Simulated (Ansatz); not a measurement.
# Lu2Ta: the cost of one run

Method: DFT PBE, scalar-relativistic, plane waves, PAW, in Ansatz 0.2.0.

1 further run of the same task is left out (it didn't finish).

**1. The starting structure**

Symmetry: P6/mmm, No. 191, hexagonal system. Conventional cell: a = 4.478 Å, b = 4.478 Å, c = 3.229 Å, α = 90.00°, β = 90.00°, γ = 120.00°. Lu (site symmetry -6m2) has 3 Lu at 2.59 Å and 6 Ta at 3.05 Å in its first shell of neighbours. Ta (site symmetry 6/mmm) has 12 Lu at 3.05 Å and 2 Ta at 3.23 Å in its first shell of neighbours.

As a file:

```cif
data_structure
_symmetry_space_group_name_H-M 'P 1'
_symmetry_Int_Tables_number 1
_cell_length_a 4.4775
_cell_length_b 4.4775
_cell_length_c 3.2293
_cell_angle_alpha 90.000
_cell_angle_beta 90.000
_cell_angle_gamma 120.000
_cell_volume 56.07
loop_
_atom_site_label
_atom_site_type_symbol
_atom_site_fract_x
_atom_site_fract_y
_atom_site_fract_z
_atom_site_occupancy
Lu1 Lu 0.33333 0.66667 0.50000 1
Lu2 Lu 0.66667 0.33333 0.50000 1
Ta1 Ta 0.00000 0.00000 0.00000 1
```

The cell is invented: species swapped into a database cell of HoHg2 (P6/mmm, No. 191), with Ta on the Ho sites and Lu on the Hg sites. Its size is a rough estimate.

**2. A first look at the guess**

Contents of input.yaml:

```yaml
crystal:
  lattice:
    - [4.47752749, 0.0, 0.0]
    - [-2.23876374, 3.87765255, 0.0]
    - [0.0, 0.0, 3.22926401]
  atoms:
    - { symbol: Lu, position: [0.33333333, 0.66666667, 0.5] }
    - { symbol: Lu, position: [0.66666667, 0.33333333, 0.5] }
    - { symbol: Ta, position: [0.0, 0.0, 0.0] }
basis:
  ecutwfc: 420
kpoints:
  mp_grid: { grid: [6, 6, 6] }
hamiltonian:
  xc: pbe
scf:
  occupations: { method: gaussian, width: 0.1 }
  lower_state_search: "off"
output:
  forces: true
  stress: true
  eigenvalues: true
```

Command:

```
$ ansatz run input.yaml --threads 1 --pin off --max-ram 2560MiB --backend cpu --events-out ev --progress --plain --runs-dir out
```

What time and memory should one allow on 1 thread of Intel Xeon at 2.70GHz, shared host?

About 4.2 s, with a peak of 0.38 GiB.
